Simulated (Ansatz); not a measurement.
Cd3Se under changes of volume

One of the cells (25.356 Å³/atom); the others are scaled copies at fixed shape and fractional positions:

```
Cd Se
1.0
    -2.04095    2.04095    6.08708
     2.04095   -2.04095    6.08708
     2.04095    2.04095   -6.08708
Cd Se
3 1
Direct
  0.50000 0.50000 0.00000
  0.25000 0.75000 0.50000
  0.75000 0.25000 0.50000
  0.00000 0.00000 0.00000
```

The cell comes from a database or a generator and needn't be the stable form of this composition.

```yaml
Program: Ansatz 0.2.0
Functional: r2SCAN
Potentials_or_basis: Ansatz PAW
Cutoff: "500 eV (not typed: the program's choice for these potentials)"
k_mesh: 9 × 9 × 9
Occupations: fermi-dirac, width 0.05 eV
Spin: no spin polarisation
```

```tsv
volume (Å³/atom)	energy over the lowest point (meV/atom)	pressure (GPa)
23.834	0.00	0.5
24.341	0.11	-0.5
24.849	3.22	-1.4
25.356	8.98	-2.2
25.863	17.06	-2.9
26.370	27.18	-3.5
26.877	?	?
```

What does the run at 26.877 Å³/atom give?

Energy over the lowest point 39.07 meV/atom; pressure -4.0 GPa.

Worked out: A Birch-Murnaghan fit of order 3 (a polynomial in V^(-2/3)) to the other rows has its minimum at 24.07 Å³/atom with B0 = V·E''(V) = 48 GPa and B' = 5.1 at fixed shape and positions, which overstates the stiffness. It gives 39.10 meV/atom at 26.877 Å³/atom, against the run's 39.07, and -dE/dV = -4.0 GPa, against -4.0.

Energies are extrapolated to zero smearing.

Caveats: the PAW data sets come from PBE, with cores solved anew for the run's functional, which leaves a small shift of forces and pressure.
